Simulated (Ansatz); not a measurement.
# HfHO+ (triplet): from Hartree-Fock to the top rungs, def2-QZVPP

An exercise on one series of results from a longer session: the logs are not shown, and one member is left open.

Program: Ansatz 0.2.0, Gaussian basis. Level of theory: def2-QZVPP, core rule «outside noble gas», up to 5 orbitals frozen. These are calculated values, not measurements.

The runs, in order: UHF; ROHF; CCSD(T) on UHF.

2 further runs of the same task are left out: 2 set aside as unsound or not needed.

**The geometry**

The geometry is a PBE0/def2-TZVP stationary point (not a proven minimum) of the parent state, kept for this charge and spin. No spin-orbit coupling is included. Elements past krypton take def2 core potentials.

3 atoms, charge 1, spin multiplicity 3.

Atoms are counted from 1 here; the program's logs count them from 0.

Bond lengths: Hf1–O2 1.870 Å, O2–H3 0.953 Å. Angles: Hf1–O2–H3 180.0°.

The first run:

Input file in.yaml:

```yaml
crystal:
  periodic: [false, false, false]
  atoms:
    - {symbol: Hf, position_ang: [0.000000, 0.000000, 1.564473]}
    - {symbol: O, position_ang: [0.000000, 0.000000, -0.305590]}
    - {symbol: H, position_ang: [0.000000, 0.000000, -1.258884]}
basis:
  gaussian: {orbitals: "def2-QZVPP.json"}
total_charge: 1
magnetization: {spin_polarized: true, initial_magnetization: 2}
hamiltonian: {xc: hf}
output: {orbitals: {seedname: orbitals}}
```

Launch:

```bash
ansatz run in.yaml --threads 1 --pin off --events-out ev --progress --plain --max-ram 4096MiB --backend cpu
```

Among the steps run: UHF; ROHF; CCSD(T) on UHF.

One of the session's tables, all rows but one given; the rest of the session is left out.

It belongs to the step «Misses and costs». 

| method | from UCCSD(T) (meV) |
| --- | --- |
| ROHF | +8861.7 |
| UHF | ? |
| UMP2 | +334.1 |
| UCCSD | +372.9 |
| UCCSD(T) | 0 |

**Question.** Estimate the row for UHF.

**Answer.** from UCCSD(T) (meV): +8762.3. In the column «from UCCSD(T) (meV)» it lies between UCCSD (+372.9) and ROHF (+8861.7).
